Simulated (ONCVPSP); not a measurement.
# Pseudopotential generation for Sn: ONCV, PBE

Task: generate the file, and judge it by its errors in other configurations, its logarithmic derivatives, its ghosts and its cutoff.

Method: ONCVPSP 4.0.1.1 (patched build), PBE, scalar-relativistic.

## (1) The atom and the settings

The settings as typed:

```
element                 : tin (Sn, Z = 50)
type                    : optimised norm-conserving Vanderbilt (ONCV)
frozen core             : [Kr]
valence charge          : 14
reference configuration : 4d10 5s2 5p2
partial waves           : 5s: rc 1.70 bohr, ncon 4, nbas 9, qcut 3.4 1/bohr, 2 projectors, debl 3.5 Ha; 5p: rc 2.25 bohr, ncon 4, nbas 9, qcut 2.9 1/bohr, 2 projectors, debl 1.7 Ha; 4d: rc 1.05 bohr, ncon 4, nbas 7, qcut 7.7 1/bohr, 2 projectors, debl 2.5 Ha
local potential         : polynomial inside 0.70 bohr (lpopt 5, dvloc0 4 Ha)
core correction         : not asked for
```

The outer shells as boxes (Hund's rule for the drawing; the calculation is spin-unpolarised):

```
[Kr] core
4d [↑↓][↑↓][↑↓][↑↓][↑↓]
5s [↑↓]
5p [↑ ][↑ ][  ]
```

## (2) Generation

The input, Sn.dat:

```
# ATOM AND REFERENCE CONFIGURATION
# atsym  z   nc   nv     iexc    psfile
  Sn 50.00    8    3        4      upf
#
#   n    l    f
    1    0    2.00
    2    0    2.00
    2    1    6.00
    3    0    2.00
    3    1    6.00
    3    2   10.00
    4    0    2.00
    4    1    6.00
    4    2   10.00
    5    0    2.00
    5    1    2.00
#
# PSEUDOPOTENTIAL AND OPTIMIZATION
# lmax
    2
#
#   l,   rc,      ep,       ncon, nbas, qcut
    0    1.70    0.00    4    9    3.40
    1    2.25    0.00    4    9    2.90
    2    1.05    0.00    4    7    7.70
#
# LOCAL POTENTIAL
# lloc, lpopt,  rc(5),   dvloc0
    4    5    0.70    4.00
#
# VANDERBILT-KLEINMAN-BYLANDER PROJECTORs
# l, nproj, debl
    0    2    3.50
    1    2    1.70
    2    2    2.50
#
# MODEL CORE CHARGE
# icmod, fcfact, rcfact
    0    0.00    0.00
#
# LOG DERIVATIVE ANALYSIS
# epsh1, epsh2, depsh
   -2.00    5.00    0.02
#
# OUTPUT GRID
# rlmax, drl
    6.00    0.01
#
# TEST CONFIGURATIONS
# ncnf
    4
# nvcnf
#   n    l    f
    3
    4    2   10.00
    5    0    2.00
    5    1    1.00
#
    3
    4    2   10.00
    5    0    2.00
    5    1    0.00
#
    3
    4    2   10.00
    5    0    1.00
    5    1    0.00
#
    3
    4    2   10.00
    5    0    0.00
    5    1    0.00
#
```

Run with:

```bash
$ oncvpsp.x < Sn.dat > Sn.out
```

The output, Sn.out (without the consistency checks and plot data):

```text
ONCVPSP  (Optimized Norm-Conservinng Vanderbilt PSeudopotential)
scalar-relativistic version 4.0.1.1, modified

#   n    l    f        energy (Ha)
    1    0    2.00    -1.0662547E+03
    2    0    2.00    -1.6096598E+02
    2    1    6.00    -1.4449653E+02
    3    0    2.00    -3.1062333E+01
    3    1    6.00    -2.5680795E+01
    3    2   10.00    -1.7397997E+01
    4    0    2.00    -4.9218508E+00
    4    1    6.00    -3.2964217E+00
    4    2   10.00    -9.4956597E-01
    5    0    2.00    -3.8767815E-01
    5    1    2.00    -1.3576403E-01

Reference configufation results
  iterations    25
  all-electron total energy (Ha)   -6.17720227D+03

Begin loop to  construct optimized pseudo wave functions
and semi-local pseudopoentials for all angular momenta

   Wellstate for l =  0  n =  7
     eigenvalue =   3.1123
     asymptotic potential =   3.6123
     half-point radius =  3.3084

Calculating optimized projector #   1

 for l=   0

    Fraction of norm inside rc  0.201824
    Optimizing pswf for qcut=   3.41 a_B^-1,  ecut=   5.81 Ha
    Residual kinetic energy error=  1.34D-03 Ha

    Energy error per electron        Cutoff
         Ha          eV             Ha
         0.01000     0.27211        4.02
         0.00100     0.02721        6.42
         0.00010     0.00272       66.65
         0.00001     0.00027       86.12

Calculating optimized projector #   2

 for l=   0

    Fraction of norm inside rc  0.104354
    Optimizing pswf for qcut=   3.41 a_B^-1,  ecut=   5.81 Ha
    Residual kinetic energy error=  9.02D-02 Ha

    Energy error per electron        Cutoff
         Ha          eV             Ha
         0.01000     0.27211       22.32
         0.00100     0.02721       97.81
         0.00010     0.00272      112.08
         0.00001     0.00027      160.47

   Wellstate for l =  1  n =  7
     eigenvalue =   1.5642
     asymptotic potential =   2.0642
     half-point radius =  4.9632

Calculating optimized projector #   1

 for l=   1

    Fraction of norm inside rc  0.230063
    Optimizing pswf for qcut=   2.91 a_B^-1,  ecut=   4.23 Ha
    Residual kinetic energy error=  1.51D-03 Ha

    Energy error per electron        Cutoff
         Ha          eV             Ha
         0.01000     0.27211        1.34
         0.00100     0.02721        4.97
         0.00010     0.00272       32.68
         0.00001     0.00027       52.20

Calculating optimized projector #   2

 for l=   1

    Fraction of norm inside rc  0.133112
    Optimizing pswf for qcut=   2.91 a_B^-1,  ecut=   4.23 Ha
    Residual kinetic energy error=  1.77D-02 Ha

    Energy error per electron        Cutoff
         Ha          eV             Ha
         0.01000     0.27211        4.79
         0.00100     0.02721       11.52
         0.00010     0.00272       44.22
         0.00001     0.00027       69.08

   Wellstate for l =  2  n =  5
     eigenvalue =   1.5504
     asymptotic potential =   2.0504
     half-point radius =  2.2505

Calculating optimized projector #   1

 for l=   2

    Fraction of norm inside rc  0.521809
    Optimizing pswf for qcut=   7.69 a_B^-1,  ecut=  29.54 Ha
    Residual kinetic energy error=  2.66D-02 Ha

    Energy error per electron        Cutoff
         Ha          eV             Ha
         0.01000     0.27211       34.58
         0.00100     0.02721      124.35
         0.00010     0.00272      155.08
         0.00001     0.00027      181.55

Calculating optimized projector #   2

 for l=   2

    Fraction of norm inside rc  0.114583
    Optimizing pswf for qcut=   7.69 a_B^-1,  ecut=  29.54 Ha
    Residual kinetic energy error=  1.61D-02 Ha

    Energy error per electron        Cutoff
         Ha          eV             Ha
         0.01000     0.27211       31.53
         0.00100     0.02721       41.93
         0.00010     0.00272      112.63
         0.00001     0.00027      205.65

Construct Vanderbilt / Kleinmman-Bylander projectors

B matrix Hermiticity error, ll=   0
   1   2   -2.5263E-04

  Orthonormal projector coefficients  2.0393E+01  2.9866E+00

B matrix Hermiticity error, ll=   1
   1   2   -7.4437E-05

  Orthonormal projector coefficients  8.6926E+00  6.6957E-01

B matrix Hermiticity error, ll=   2
   1   2    4.9999E-04

  Orthonormal projector coefficients  1.4250E+01  7.7033E+00

Pseudoatom total energy  -67.822250

Diagnostic tests using Vanderbilt-Kleinman-Bylander pseudopotentials
  1 or more projectors used as specified by nproj input data

   l    rcore       rmatch      e in        delta e   norm test  slope test

   0   1.7073917   1.7592318  -0.3876781   0.0000002   1.0000277   1.0000171
   0   1.7073917   1.7592318   3.1123219   0.0000213   0.9971172   0.9971172

   1   2.2617170   2.3303876  -0.1357640   0.0000004   1.0000202   1.0000106
   1   2.2617170   2.3303876   1.5642360   0.0000002   1.0002079   1.0002079

   2   1.0517118   1.0836440  -0.9495660   0.0000161   1.0001801   1.0002314
   2   1.0517118   1.0836440   1.5504340   0.0000487   1.0004830   1.0004830

 Testing for bound ghosts
   n   l    E NL Schr. Eq   E Basis Diag.   E Cutoff

       0                      -13.558302    118.67  WARNING - GHOST(-)
   1   0       -0.387678       -0.375466    118.67

       1                       -6.680446     76.83  WARNING - GHOST(-)
   2   1       -0.135764       -0.126022     76.83

   3   2       -0.949550       -0.941445    232.90

 Testing for highly-localized positive-energy ghosts
       l    <radius>/rc     E Basis Diag.   E Cutoff

       0        0.360789        3.029066    118.67  WARNING - GHOST(+)

Test configuration 0

   n   l     f        eae           eps        diff
   1   0  2.0000-1066.25467375
   2   0  2.0000 -160.96597558
   2   1  6.0000 -144.49652697
   3   0  2.0000  -31.06233310
   3   1  6.0000  -25.68079503
   3   2 10.0000  -17.39799707
   4   0  2.0000   -4.92185075
   4   1  6.0000   -3.29642165
   4   2 10.0000   -0.94956597   -0.94954986    1.61D-05
   5   0  2.0000   -0.38767815   -0.38767791    2.38D-07
   5   1  2.0000   -0.13576403   -0.13576367    3.55D-07

    Total energies and differences
      AE_ref= -6.17720227D+03  AE_tst= -6.17720227D+03  dif=  0.00D+00
      PS_ref= -6.78222500D+01  PS_tst= -6.78222500D+01  dif= -5.68D-14
      PSP excitation error=  5.68D-14

Test configuration 1

   n   l     f        eae           eps        diff
   1   0  2.0000-1066.55068153
   2   0  2.0000 -161.26053810
   2   1  6.0000 -144.79125816
   3   0  2.0000  -31.35649982
   3   1  6.0000  -25.97497354
   3   2 10.0000  -17.69213282
   4   0  2.0000   -5.21546190
   4   1  6.0000   -3.59004514
   4   2 10.0000   -1.24234697   -1.24121859    1.13D-03
   5   0  2.0000   -0.65457098   -0.65451817    5.28D-05
   5   1  1.0000   -0.37688501   -0.37684444    4.06D-05

    Total energies and differences
      AE_ref= -6.17720227D+03  AE_tst= -6.17694963D+03  dif=  2.53D-01
      PS_ref= -6.78222500D+01  PS_tst= -6.75695612D+01  dif=  2.53D-01
      PSP excitation error= -4.66D-05

Test configuration 2

   n   l     f        eae           eps        diff
   1   0  2.0000-1066.90399174
   2   0  2.0000 -161.61071842
   2   1  6.0000 -145.14177741
   3   0  2.0000  -31.70583312
   3   1  6.0000  -26.32432809
   3   2 10.0000  -18.04140377
   4   0  2.0000   -5.56333951
   4   1  6.0000   -3.93780369
   4   2 10.0000   -1.58788824   -1.58466089    3.23D-03
   5   0  2.0000   -0.95884427   -0.95845902    3.85D-04

    Total energies and differences
      AE_ref= -6.17720227D+03  AE_tst= -6.17643687D+03  dif=  7.65D-01
      PS_ref= -6.78222500D+01  PS_tst= -6.70568267D+01  dif=  7.65D-01
      PSP excitation error= -1.94D-05

Test configuration 3

   n   l     f        eae           eps        diff
   1   0  2.0000-1067.35626714
   2   0  2.0000 -162.05694049
   2   1  6.0000 -145.58836272
   3   0  2.0000  -32.15155356
   3   1  6.0000  -26.77004380
   3   2 10.0000  -18.48691268
   4   0  2.0000   -6.00630796
   4   1  6.0000   -4.38002415
   4   2 10.0000   -2.02354475   -2.01671558    6.83D-03
   5   0  1.0000   -1.32156155   -1.31956428    2.00D-03

    Total energies and differences
      AE_ref= -6.17720227D+03  AE_tst= -6.17529867D+03  dif=  1.90D+00
      PS_ref= -6.78222500D+01  PS_tst= -6.59194597D+01  dif=  1.90D+00
      PSP excitation error=  8.15D-04

Test configuration 4

psatom: WARNING lschvkbb convergence error n,l,iter=   2   1   4
ea(ii),et,emin,emax -1.470168E-01 -1.617184E-01 -1.617184E-01 -1.617184E-01
run_config: WARNING for fully non-local PS atom, stg. 1
 WARNING no output for configuration 5
```

Wall time 5.2 s (1 thread of Neoverse-N1, shared host).

Partial waves on a coarse radial grid (AE all-electron, PS pseudo):

| r (bohr) | 4d AE | 4d PS |
| --- | --- | --- |
| 0.113 | -0.3537 | 0.0123 |
| 0.225 | -0.5282 | 0.0840 |
| 0.338 | -0.2061 | 0.2364 |
| 0.450 | 0.2529 | 0.4612 |
| 0.563 | 0.6387 | 0.7213 |
| 0.675 | 0.8853 | 0.9274 |
| 0.788 | 1.0069 | 1.0264 |
| 0.900 | 1.0345 | 1.0379 |
| 1.013 | 1.0023 | 1.0021 |
| 1.125 | 0.9365 | 0.9363 |
| 1.238 | 0.8535 | 0.8534 |
| 1.350 | 0.7660 | 0.7659 |
| 1.463 | 0.6789 | 0.6788 |
| 1.575 | 0.5975 | 0.5974 |
| 1.688 | 0.5221 | 0.5220 |
| 1.800 | 0.4549 | 0.4548 |
| 1.913 | 0.3945 | 0.3944 |
| 2.025 | 0.3417 | 0.3417 |
| 2.138 | 0.2951 | 0.2951 |
| 2.250 | 0.2548 | 0.2548 |
| 2.363 | 0.2194 | 0.2194 |
| 2.475 | 0.1891 | 0.1890 |
| 2.588 | 0.1625 | 0.1625 |
| 2.700 | 0.1398 | 0.1398 |
| 2.813 | 0.1200 | 0.1200 |
| 2.925 | 0.1031 | 0.1031 |

## (3) Transferability, from the output's test configurations

1 test gave no usable energy difference (4d10 5s0 5p0).

The tests as a table, with energies relative to 4d10 5s2 5p2.

```csv
valence configuration,charge,ΔE all-electron (eV),error AE − PS (meV)
4d10 5s2 5p1,+1,6.875,-1.3
4d10 5s2 5p0,+2,20.828,-0.5
4d10 5s1 5p0,+3,51.800,+22
```

## (4) Does it scatter like the atom?

Taken from the files of the generation run. The phase is arctan(r·R′/R) of the radial function R, unwrapped, with energies in Ha. A pole is an energy at which the radial function vanishes at the test radius. The pseudo phase is shifted by a multiple of π to meet the all-electron one at the reference energy. Levels narrower than the energy grid can be missing from the poles. The last column is the largest difference on the grid between −0.5 and +0.5 Ha.

```tsv
channel	radius (bohr)	reference (Ha)	poles AE	poles PS	window around the reference with phases within 0.05 rad (Ha)	largest difference near zero (rad)
s	1.73	-0.39	3.66	3.02, 3.70	below 3.0	0.004
p	2.29	-0.14	1.63	1.63, 4.76	below 3.1	0.001
d	1.06	-0.95	3.43	3.43	the whole range	0.000
```

Phases (rad) along the scan:

| E (Ha) | s AE | s PS | d AE | d PS |
| --- | --- | --- | --- | --- |
| -1.98 | 1.048 | 1.032 | -0.539 | -0.539 |
| -1.62 | 0.931 | 0.918 | -0.746 | -0.746 |
| -1.26 | 0.747 | 0.738 | -0.910 | -0.910 |
| -0.90 | 0.443 | 0.439 | -1.039 | -1.039 |
| -0.54 | -0.021 | -0.021 | -1.139 | -1.139 |
| -0.18 | -0.521 | -0.522 | -1.218 | -1.218 |
| 0.18 | -0.878 | -0.881 | -1.282 | -1.282 |
| 0.54 | -1.094 | -1.099 | -1.335 | -1.335 |
| 0.90 | -1.229 | -1.234 | -1.379 | -1.379 |
| 1.26 | -1.319 | -1.324 | -1.417 | -1.417 |
| 1.62 | -1.384 | -1.388 | -1.450 | -1.450 |
| 1.98 | -1.433 | -1.436 | -1.478 | -1.478 |
| 2.34 | -1.471 | -1.474 | -1.504 | -1.504 |
| 2.70 | -1.503 | -1.505 | -1.528 | -1.528 |
| 3.06 | -1.531 | -4.672 | -1.550 | -1.550 |
| 3.42 | -1.556 | -4.696 | -1.570 | -1.570 |
| 3.78 | -1.578 | -4.717 | -1.589 | -1.589 |
| 4.14 | -1.600 | -4.737 | -1.608 | -1.608 |
| 4.50 | -1.621 | -4.756 | -1.626 | -1.626 |
| 4.86 | -1.643 | -4.774 | -1.644 | -1.644 |

## (5) Convergence and ghost test

Read off the output, the cutoffs (Ha) at which the residual kinetic energy of the hardest occupied pseudo-wave falls to 1 and 0.1 mHa per electron: 124 Ha and 155 Ha.

The program's own ghost test: GHOST(-) flagged for s at -368.9 eV, p at -181.8 eV; GHOST(+) flagged for s at 82.4 eV.

Cutoff (Ha) at which the first wave of each channel reaches a given error (Ha per electron):

| error | s | p | d |
| --- | --- | --- | --- |
| 1.0e-02 | 4.0 | 1.3 | 34.6 |
| 3.2e-03 | 5.1 | 2.9 | 66.2 |
| 1.0e-03 | 6.4 | 5.0 | 124.4 |
| 3.2e-04 | 20.7 | 11.8 | 142.6 |
| 1.0e-04 | 66.7 | 32.7 | 155.1 |
| 3.2e-05 | 79.0 | 48.0 | 165.0 |
| 1.0e-05 | 86.1 | 52.2 | 181.5 |

## (6) What came out

| quantity | value |
| --- | --- |
| cutoffs for 1 and 0.1 mHa per electron, occupied waves | 124 Ha and 155 Ha |
| bound ghosts | s at -368.94 eV, p at -181.78 eV |
| GHOST(+) flags | s at 82 eV |
| largest test error (AE − PS) | +22 meV, for 4d10 5s1 5p0 (1 test unsolved) |
| largest phase difference near zero energy, channels read | 0.004 rad |

**Reading.** A bound ghost (s, p) makes it unfit for use: electrons can fall into a state that the atom doesn't have. The worst unpolarised test, 4d10 5s1 5p0, is off by 22 meV on 51.8 eV; by total energies transferability rates as good where solved. Atomic tests can pass in spite of a ghost, since they solve only for the levels asked. Of the tests 1 gave no usable energy difference, which is a warning in itself. The potential is very hard: the looser tolerance needs 124 Ha. At the looser tolerance the 4d wave is the slowest; 5s needs 6 Ha. Near zero energy the phases of the channels with partial waves agree within 0.004 rad. The program also flags highly localised states, GHOST(+) (s).
